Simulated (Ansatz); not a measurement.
**C₂H₃O₃Si radical: how energies converge with the basis set**

An exercise on one series of results from a longer session: the logs are not shown, and one member is left open.

Computed with Ansatz 0.2.0, Gaussian basis. Level: one geometry, several basis sets.

Plan: PBE0-D4/def2-SVP; ωB97M-V/def2-SVP; PBE0-D4/def2-QZVPP; ωB97M-V/def2-QZVPP; the functionals' def2-TZVPP values are taken from earlier runs.

## The geometry

An earlier PBE0-D4 in a triple-zeta def2 set relaxation fixed the geometry.

SMILES `[C]#C[Si](O)(O)O`, 9 atoms, charge 0, spin multiplicity 2.

Atoms are counted from 1 here; the program's logs count them from 0.

Bond lengths: C1–C2 1.213 Å, C2–Si3 1.835 Å, Si3–O4 1.623 Å, Si3–O5 1.623 Å, Si3–O6 1.623 Å, O4–H7 0.958 Å, O5–H8 0.958 Å, O6–H9 0.958 Å. Angles: C1–C2–Si3 180.0°, C2–Si3–O4 109.6°, C2–Si3–O5 109.6°, C2–Si3–O6 109.5°, O4–Si3–O5 109.4°, O4–Si3–O6 109.4°, O5–Si3–O6 109.4°, Si3–O4–H7 118.4°, Si3–O5–H8 118.4°, Si3–O6–H9 118.4°.

The first run:

in.yaml

```yaml
crystal:
  periodic: [false, false, false]
  atoms:
    - {symbol: C, position_ang: [1.915464, -1.943839, 0.552311]}
    - {symbol: C, position_ang: [1.082821, -1.095826, 0.309871]}
    - {symbol: Si, position_ang: [-0.177953, 0.186731, -0.056298]}
    - {symbol: O, position_ang: [0.511387, 1.654868, -0.012521]}
    - {symbol: O, position_ang: [-0.802507, -0.070249, -1.531600]}
    - {symbol: O, position_ang: [-1.362622, 0.114733, 1.050038]}
    - {symbol: H, position_ang: [1.256531, 1.825922, -0.589970]}
    - {symbol: H, position_ang: [-1.206271, -0.919733, -1.714032]}
    - {symbol: H, position_ang: [-1.128348, 0.201293, 1.975001]}
basis:
  gaussian: {orbitals: def2-SVP}
magnetization: {spin_polarized: true, initial_magnetization: 1}
hamiltonian: {xc: pbe0, dispersion: d4}
output: {orbitals: {seedname: orbitals}}
```

Started as:

```console
$ ansatz run in.yaml --threads 2 --pin off --events-out ev --progress --plain --max-ram 32768MiB --backend cpu
```

Among the steps run: PBE0-D4 in def2-SVP; ωB97M-V in def2-SVP; PBE0-D4 in def2-QZVPP; ωB97M-V in def2-QZVPP.

One of the session's tables, all rows but one given; the rest of the session is left out.

```
functional       basis  HOMO (eV)  LUMO (eV)
   PBE0-D4    def2-SVP      -8.36      -4.62
   PBE0-D4  def2-TZVPP      -8.47      -4.80
   PBE0-D4  def2-QZVPP      -8.50      -4.83
   ωB97M-V    def2-SVP          ?          ?
   ωB97M-V  def2-TZVPP     -10.76      -2.99
   ωB97M-V  def2-QZVPP     -10.79      -3.05
```

**Question.** Estimate the row for ωB97M-V, def2-SVP.

As computed: HOMO (eV): -10.62; LUMO (eV): -2.70. In the column «HOMO (eV)» it lies between ωB97M-V, def2-TZVPP (-10.76) and PBE0-D4, def2-QZVPP (-8.50).
